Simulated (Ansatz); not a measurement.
**BFH₄SiZn: how energies converge with the basis set**

The task here is to estimate one member of a computed series from the others.

Program: Ansatz 0.2.0, Gaussian basis. Level of theory: one geometry, several basis sets. These are calculated values, not measurements.

Levels to be run: PBE0-D4/def2-SVP; ωB97M-V/def2-SVP; PBE0-D4/def2-QZVPP; ωB97M-V/def2-QZVPP; the functionals' def2-TZVPP values are taken from earlier runs.

## The geometry

The geometry comes from an earlier relaxation with PBE0-D4 in a triple-zeta def2 set; it is a stationary point, not always the lowest conformer.

8 atoms, charge 0, spin multiplicity 1.

Atoms are counted from 1 here; the program's logs count them from 0.

Bond lengths: F1–Zn2 1.760 Å, Zn2–B3 2.031 Å, B3–Si4 2.001 Å, B3–H5 1.198 Å, Si4–H6 1.488 Å, Si4–H7 1.497 Å, Si4–H8 1.488 Å. Angles: F1–Zn2–B3 179.3°, Zn2–B3–Si4 123.0°, Zn2–B3–H5 118.1°, Si4–B3–H5 118.7°, B3–Si4–H6 115.3°, B3–Si4–H7 102.6°, B3–Si4–H8 113.8°, H6–Si4–H7 108.2°, H6–Si4–H8 108.8°, H7–Si4–H8 107.5°.

Coordinates:

```xyz
8

F     1.85531   -2.80403    1.94285
Zn    1.32595   -1.29950    1.19858
B     0.69348    0.42751    0.33670
Si   -0.99621    0.56100   -0.72735
H     1.41010    1.38486    0.40040
H    -1.55703    1.93271   -0.86275
H    -0.56686    0.09480   -2.08396
H    -2.07264   -0.35434   -0.26027
```

Set-up of the first run:

in.yaml reads:

```yaml
crystal:
  periodic: [false, false, false]
  atoms:
    - {symbol: F, position_ang: [1.855314, -2.804034, 1.942848]}
    - {symbol: Zn, position_ang: [1.325952, -1.299499, 1.198581]}
    - {symbol: B, position_ang: [0.693476, 0.427510, 0.336698]}
    - {symbol: Si, position_ang: [-0.996215, 0.560995, -0.727347]}
    - {symbol: H, position_ang: [1.410105, 1.384856, 0.400401]}
    - {symbol: H, position_ang: [-1.557034, 1.932709, -0.862750]}
    - {symbol: H, position_ang: [-0.566856, 0.094800, -2.083964]}
    - {symbol: H, position_ang: [-2.072642, -0.354337, -0.260268]}
basis:
  gaussian: {orbitals: def2-SVP}
hamiltonian: {xc: pbe0, dispersion: d4}
output: {orbitals: {seedname: orbitals}}
```

Among the steps run: PBE0-D4 in def2-SVP; ωB97M-V in def2-SVP; PBE0-D4 in def2-QZVPP; ωB97M-V in def2-QZVPP.

One of the session's tables, all rows but one given; the rest of the session is left out.

It belongs to the step «Density functionals: the series». 

| functional | basis | HOMO (eV) | LUMO (eV) |
| --- | --- | --- | --- |
| PBE0-D4 | def2-SVP | -7.87 | -3.11 |
| PBE0-D4 | def2-TZVPP | -8.03 | -3.26 |
| PBE0-D4 | def2-QZVPP | -8.00 | -3.24 |
| ωB97M-V | def2-SVP | -9.94 | -1.03 |
| ωB97M-V | def2-TZVPP | ? | ? |
| ωB97M-V | def2-QZVPP | -10.11 | -1.31 |

Estimate the missing values for ωB97M-V, def2-TZVPP.

As computed: HOMO (eV): -10.13; LUMO (eV): -1.29. In the column «HOMO (eV)» it is the lowest.
